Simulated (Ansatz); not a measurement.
**C (P6_3/mmc): equation of state with a fit**

Wanted for C (P6_3/mmc): an equation of state with a fit.

A COD entry behind a cell of this session may itself be a prediction, so a difference from it is no test against experiment.

Computed with the Python package of Ansatz 0.2.0. Level of theory: DFT r2SCAN, plane waves, PAW.

### 1 The structure

The structure is hexagonal, space group P6_3/mmc (No. 194). The conventional cell has a = 2.522 Å, b = 2.522 Å, c = 4.119 Å, α = 90.00°, β = 90.00°, γ = 120.00°. C (site symmetry 3m) has 4 C at 1.54 Å as nearest neighbours.

No structure file is read: the coordinates are typed or built in the script.

### 2 The script

Contents of run_eos.py:

```python
'''Bulk modulus of C from an E(V) curve.'''

import ansatz as az
import numpy as np
from scipy.optimize import curve_fit

VECTORS = np.array([
    [2.5221, 0.0, 0.0],
    [-1.26105, 2.184203, 0.0],
    [0.0, 0.0, 4.1186],
])
SITES = [
    ('C', [1 / 3, 2 / 3, 0.0625]),
    ('C', [2 / 3, 1 / 3, 0.5625]),
    ('C', [1 / 3, 2 / 3, 0.4375]),
    ('C', [2 / 3, 1 / 3, 0.9375]),
]


def crystal_on(cell):
    crystal = az.Crystal(lattice=az.Lattice.of(cell))
    for symbol, position in SITES:
        crystal = crystal.atom(symbol, position)
    return crystal

def vinet(v, e0, v0, b0, b1):
    eta = (v / v0) ** (1 / 3)
    return e0 + 2 * b0 * v0 / (b1 - 1) ** 2 * (2 - (5 + 3 * b1 * (eta - 1) - 3 * eta) * np.exp(-1.5 * (b1 - 1) * (eta - 1)))


def main() -> None:
    # uniform scaling of the cell
    volumes, energies = [], []
    for scale in np.linspace(0.94, 1.06, 7):
        cell = VECTORS * scale ** (1 / 3)
        model = (
            crystal_on(cell).calculation()
            .functional('r2scan')
            .pseudopotentials('paw')
            .basis(45 * az.Ry)
            .occupations('Methfessel-Paxton', width=0.1)
            .kpoints(10, 10, 6)
        )
        data = model.run(threads=1).report
        volumes.append(abs(np.linalg.det(cell)) / len(SITES))
        energies.append(data['free_energy_ev'] / len(SITES))
        print(f'V = {volumes[-1]:8.4f} A^3/atom  F = {energies[-1]:.5f} eV/atom')

    guess = (min(energies), volumes[int(np.argmin(energies))], 0.5, 4.5)
    (e0, v0, b0, b1), _ = curve_fit(vinet, np.array(volumes), np.array(energies), p0=guess, maxfev=20000)
    print(f'Vinet fit: V0 = {v0:.4f} A^3/atom, B0 = {160.21766 * b0:.1f} GPa, B1 = {b1:.2f}')
    print('largest residual', round(1000 * float(np.abs(vinet(np.array(volumes), e0, v0, b0, b1) - energies).max()), 3), 'meV/atom')


if __name__ == '__main__':
    main()
```

### 3 Running it

Command:

```bash
$ python run_eos.py
```

**Question.** Where does the minimum lie against the volume typed, and how stiff is the crystal?

As calculated:

| quantity | value |
| --- | --- |
| runs compared | 7 |
| range of energy | 29.12 meV/atom |
| lowest point, volume (Å³/atom) | 5.672 |
| equilibrium volume (fit) | 5.66 Å³/atom |
| bulk modulus (fit) | 451 GPa |

**Reading.** A third-order Birch-Murnaghan fit through the 7 points has its minimum at 5.66 Å³ an atom, 0.2 % below the typed cell, with a bulk modulus of 451 GPa and dB/dP = 3.7. From that minimum the energy rises by 29.2 meV an atom on the compressed side and 28.3 meV on the expanded side. Shape and fractional positions are held along the curve, so the bulk modulus is an upper value where they are free to relax.
